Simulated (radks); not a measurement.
# Taking charge from the 3s level of Ar⁺ in fractions

What happens to E and to the 3s eigenvalue of Ar⁺ when a fraction of an electron is removed? The exact functional would give straight lines between whole numbers for a frontier level.

The numbers are computed with radks (a radial shooting solver on a logarithmic mesh, Libxc functionals) version 1 (non-relativistic Kohn-Sham, TPSS, spin-unpolarised, spherical densities, point nucleus), except any that are marked as measured or tabulated.

## (1) What is computed

```
element       : argon (Z = 18)
charge        : +1
electrons     : 17
configuration : [Ne] 3s2 3p5
```

Outer shells as boxes (Hund's rule):

Ar⁺
```
[Ne] core
3s [↑↓]
3p [↑↓][↑↓][↑ ]
```

## (2) Start: [Ne] 3s2 3p5

Input:

```text
Z 18
configuration [Ne] 3s2 3p5
relativity non-relativistic
functional tpss,tpss
spin unpolarised
nucleus point
```

## (3) 0.1 electron removed from 3s

Input:

```text
Z 18
configuration [Ne] 3s1.9 3p5
relativity non-relativistic
functional tpss,tpss
spin unpolarised
nucleus point
```

## (4) 0.2 electron removed from 3s

Input:

```text
Z 18
configuration [Ne] 3s1.8 3p5
relativity non-relativistic
functional tpss,tpss
spin unpolarised
nucleus point
```

## (5) 0.3 electron removed from 3s

Input:

```text
Z 18
configuration [Ne] 3s1.7 3p5
relativity non-relativistic
functional tpss,tpss
spin unpolarised
nucleus point
```

## (6) 0.4 electron removed from 3s

Input:

```text
Z 18
configuration [Ne] 3s1.6 3p5
relativity non-relativistic
functional tpss,tpss
spin unpolarised
nucleus point
```

## (7) 0.5 electron removed from 3s

Input:

```text
Z 18
configuration [Ne] 3s1.5 3p5
relativity non-relativistic
functional tpss,tpss
spin unpolarised
nucleus point
```

## (8) 0.6 electron removed from 3s

Input:

```text
Z 18
configuration [Ne] 3s1.4 3p5
relativity non-relativistic
functional tpss,tpss
spin unpolarised
nucleus point
```

## (9) 0.7 electron removed from 3s

Input:

```text
Z 18
configuration [Ne] 3s1.3 3p5
relativity non-relativistic
functional tpss,tpss
spin unpolarised
nucleus point
```

## (10) 0.8 electron removed from 3s

Input:

```text
Z 18
configuration [Ne] 3s1.2 3p5
relativity non-relativistic
functional tpss,tpss
spin unpolarised
nucleus point
```

## (11) 0.9 electron removed from 3s

Input:

```text
Z 18
configuration [Ne] 3s1.1 3p5
relativity non-relativistic
functional tpss,tpss
spin unpolarised
nucleus point
```

## (12) 1 electron removed from 3s

Input:

```text
Z 18
configuration [Ne] 3s1 3p5
relativity non-relativistic
functional tpss,tpss
spin unpolarised
nucleus point
```

Q: Predict the outcome of this session. Wanted: for each run, removed; E − E(0); eigenvalue; E minus straight line.

As calculated:

```
removed (e)  E − E(0) (eV)  eigenvalue (eV)  E minus straight line (eV)
          0          0.000          -36.936                       0.000
        0.1          3.763          -38.317                      -0.638
        0.2          7.664          -39.711                      -1.138
        0.3         11.705          -41.116                      -1.498
        0.4         15.888          -42.534                      -1.716
        0.5         20.212          -43.963                      -1.793
        0.6         24.680          -45.403                      -1.725
        0.7         29.293          -46.854                      -1.514
        0.8         34.052          -48.316                      -1.156
        0.9         38.957          -49.789                      -0.652
          1         44.010          -51.271                       0.000
```

**Reading.** Removing the whole electron costs 44.010 eV, against 36.936 eV from minus the starting eigenvalue. Slater's transition state, half an electron removed, gives 43.963 eV. The trapezoid integral of minus the eigenvalue gives 44.011 eV over the range, against 44.010 eV from the energies (Janak's theorem). The eigenvalue moves by 14.3 eV per electron. E bends below the straight line by 1.79 eV at 0.5 electron removed.
